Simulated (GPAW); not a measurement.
Crystal: NiMoIrPdW.

```
Ni Mo Pd Ir W
1.0
     2.76078    0.00000    0.00000
    -1.38039    2.39090    0.00000
     0.00000    0.00000   11.34051
Ni Mo Pd Ir W
1 1 1 1 1
Direct
  0.00000 0.00000 0.70917
  0.66667 0.33333 0.29425
  0.66667 0.33333 0.89901
  0.00000 0.00000 0.10604
  0.66667 0.33333 0.52921
```

The cell was built by a generator and needn't be a form met in nature.

Base run:

```yaml
Program: GPAW 26.7.0
Functional: LDA
Potentials_or_basis: the program's PAW data sets (release 1.2.1) made for this functional
Cutoff: 600 eV
Basis: pw
k_mesh: 8 × 8 × 2
Occupations: fermi-dirac, width 0.05 eV
Spin: collinear spin, ferromagnetic start
Starting_moments: "[1.0, 1.0, 0.0, 0.6, 0.0] μB"
```

Its results: pressure -14.6 GPa; net moment 0.00 μB per cell; largest force 0.263 eV/Å.

After a change of settings the same cell gave: pressure 4.2 GPa; net moment 0.00 μB per cell; largest force 0.327 eV/Å. Which change was it?
A. functional from LDA to PBEsol; potentials or basis from the program's PAW data sets (release 1.2.1) made for this functional to PAW data sets generated in the run's folder for this functional
B. functional from LDA to RPBE
C. functional from LDA to AM05; potentials or basis from the program's PAW data sets (release 1.2.1) made for this functional to PAW data sets generated in the run's folder for this functional
D. functional from LDA to BLYP; potentials or basis from the program's PAW data sets (release 1.2.1) made for this functional to PAW data sets generated in the run's folder for this functional

B.

RPBE binds less tightly than LDA, so the same cell stands under more pressure.

Caveats: the stock nickel data set gives pressures a few GPa off other programs.

Runs at the PBE level aren't shown here.
